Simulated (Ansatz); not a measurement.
# TiN+ (septet): wave-function methods side by side, def2-SVP

One table from this session's results is given with a row withheld; the runs are named, their logs left out.

The runs use Ansatz 0.2.0, Gaussian basis; def2-SVP, core rule «outside noble gas», up to 10 orbitals frozen.

Plan: UHF; CCSD(T) on ROHF; CCSD(T) on UHF; CISD; CCSDT(Q) on ROHF; CCSDT(Q) on UHF; CCSDTQ on ROHF; CCSDTQ on UHF.

18 further runs of the same task are left out: 12 for a known fault of the program, 1 that didn't finish, 5 set aside as unsound or not needed.

**The system**

The geometry is a PBE0/def2-TZVP stationary point (not a proven minimum) of the parent state, kept for this charge and spin.

2 atoms, charge 1, spin multiplicity 7.

Atoms are counted from 1 here; the program's logs count them from 0.

Bond lengths: Ti1–N2 2.040 Å.

Set-up of the first run:

The input, in.yaml:

```yaml
crystal:
  periodic: [false, false, false]
  atoms:
    - {symbol: Ti, position_ang: [0.000000, 0.000000, 0.000000]}
    - {symbol: N, position_ang: [0.000000, 0.000000, 2.039600]}
basis:
  gaussian: {orbitals: def2-SVP}
total_charge: 1
magnetization: {spin_polarized: true, initial_magnetization: 6}
hamiltonian: {xc: hf}
output: {orbitals: {seedname: orbitals}}
```

Started as:

```sh
$ ansatz run in.yaml --threads 1 --pin off --events-out ev --progress --plain --max-ram 4096MiB --backend cpu
```

Among the steps run: UHF; CCSD(T) on ROHF; CCSD(T) on UHF; CISD; CCSDT(Q) on ROHF; CCSDT(Q) on UHF; CCSDTQ on ROHF; CCSDTQ on UHF.

One of the session's tables, all rows but one given; the rest of the session is left out.

| method | from UCCSDTQ (kcal/mol) |
| --- | --- |
| ROHF | +70.59 |
| UHF | +67.02 |
| RMP2 | +16.88 |
| UMP2 | ? |
| RCCSD | +2.75 |
| UCCSD | +1.27 |
| RCCSD(T) | +1.81 |
| UCCSD(T) | +0.36 |
| RCCSDT | +1.34 |
| UCCSDT | +0.04 |
| RCCSDT(Q) | +1.30 |
| UCCSDT(Q) | +0.01 |
| RCCSDTQ | +1.29 |
| UCCSDTQ | 0 |

Estimate the missing values for UMP2.

As computed: from UCCSDTQ (kcal/mol): +15.03. In the column «from UCCSDTQ (kcal/mol)» it lies between RCCSD (+2.75) and RMP2 (+16.88).

Limits of these values: Restricted and unrestricted rows rest on different reference determinants; where their highest levels disagree by more than a few hundredths of an eV, they describe different states and don't form one ladder.
